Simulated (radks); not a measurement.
# Nuclear size and the levels of Hf

Aim: how the total energy, the levels and the density at the nucleus of Hf respond when the nuclear radius is scaled.

Program: radks (a radial shooting solver on a logarithmic mesh, Libxc functionals) version 1. Level of theory: Dirac Kohn-Sham, exchange-only LDA, spin-unpolarised, spherical densities, finite nucleus; open shells are shared between the two j in proportion to 2j + 1. These are calculated values, not measurements, unless marked.

## 1. Starting point

- element: hafnium (Z = 72)
- charge: 0
- electrons: 72
- configuration: [Xe] 4f14 5d2 6s2
- nuclear rms radius: 5.347 fm

The outer shells:

Hf
```
[Xe] core
4f [↑↓][↑↓][↑↓][↑↓][↑↓][↑↓][↑↓]
5d [↑ ][↑ ][  ][  ][  ]
6s [↑↓]
```

## 2. rms radius 5.347 fm

Input:

```text
Z 72
configuration [Xe] 4f14 5d2 6s2 6p0 7s0
relativity Dirac
functional lda,
spin unpolarised
j_filling average
nucleus finite rms 5.347 fm
c 137.035999084
```

## 3. rms radius 4.3097 fm

Settings, as their differences from step 2:

```diff
@@ -6,3 +6,3 @@
 j_filling average
-nucleus finite rms 5.347 fm
+nucleus finite rms 4.3097 fm
 c 137.035999084
```

## 4. rms radius 5.1438 fm

Settings, as their differences from step 3:

```diff
@@ -6,3 +6,3 @@
 j_filling average
-nucleus finite rms 4.3097 fm
+nucleus finite rms 5.1438 fm
 c 137.035999084
```

## 5. rms radius 5.7052 fm

Settings, as their differences from step 4:

```diff
@@ -6,3 +6,3 @@
 j_filling average
-nucleus finite rms 5.1438 fm
+nucleus finite rms 5.7052 fm
 c 137.035999084
```

## 6. rms radius 6.0956 fm

Settings, as their differences from step 5:

```diff
@@ -6,3 +6,3 @@
 j_filling average
-nucleus finite rms 5.7052 fm
+nucleus finite rms 6.0956 fm
 c 137.035999084
```

Before running it: what results should come out? Wanted: for each run, rms radius; total energy shift; density at nucleus; 1s1/2 shift; 2s1/2 shift; 5p1/2 shift; 6s1/2 shift; 6p1/2 shift.

As calculated:

| rms radius (fm) | total energy shift (eV) | density at nucleus (e/bohr³) | 1s1/2 shift (meV) | 2s1/2 shift (meV) | 5p1/2 shift (meV) | 6s1/2 shift (meV) | 6p1/2 shift (meV) |
| --- | --- | --- | --- | --- | --- | --- | --- |
| 4.3097 | -17.2 | 1.292e+06 | -6996 | -968 | 0.567 | -0.510 | 0.156 |
| 5.1438 | -3.56 | 1.219e+06 | -1450 | -201 | 0.117 | -0.106 | 0.0323 |
| 5.347 | 0 | 1.204e+06 | 0 | 0 | 0 | 0 | 0 |
| 5.7052 | 6.51 | 1.179e+06 | 2649 | 366 | -0.214 | 0.193 | -0.0590 |
| 6.0956 | 13.9 | 1.153e+06 | 5666 | 783 | -0.458 | 0.413 | -0.126 |

In words: Shifts are against the first run. Over the range the 1s1/2 level moves by 12.7 eV and the 6p1/2 level by -0.282 meV. A larger nucleus binds the 1s electrons less and lowers the density at its centre. These are shifts of eigenvalues, not the field shifts of spectral lines.
